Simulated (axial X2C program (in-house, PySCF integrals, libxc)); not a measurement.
# TiB: EOM-EA-CCSD levels

Aim: EOM-EA-CCSD levels of TiB, with spin–orbit coupling in the Hamiltonian from the start.

Method: two-component X2C with atomic mean-field terms, Ti dyall-acv3z, B dyall-av3z; program: an in-house X2C program for linear molecules on PySCF integrals.

All values are calculated.

### Step 1. Set-up

task.json reads:

```json
{"zs": [22, 5], "q": 0, "bas": ["dyall-acv3z", "dyall-av3z"], "r0": 2.21, "eom": "ea", "thr": -2.0, "nmax": 92, "grid": [1, 0.96, 1.045, 0.92, 1.09, 1.15]}
```

Keys: zs atomic numbers; q charge; bas basis sets; r0 starting distance in Å; eom kind of EOM run; thr threshold in hartree for freezing inner shells (an s shell follows its p shell); nmax most natural virtual spinors; grid distances as factors.

Launch:

```
> python soeom.py task.json out
```

The runs that follow: EOM-EA-CCSD at 2.025 Å.

What does the calculation give? Wanted: next root led by one particle; T1 of the reference.

As calculated:

```
                     quantity                            value
       lowest root at 2.025 Å                Ω = 1/2, 6.293 eV
next root led by one particle  Ω = 1/2, about 8290 cm⁻¹ higher
          T1 of the reference                            0.109
```

The added electron is bound by 6.29 eV in a spinor of 44% Ti sσ, 20% B pσ, 17% Ti pσ. Errors of 0.1 to 0.3 eV are usual at this size, and roots led by higher excitations are left out, so the list is incomplete, and low states of that kind can be missing. T1 or the largest double amplitude of the reference is raised, which lowers the reliability.
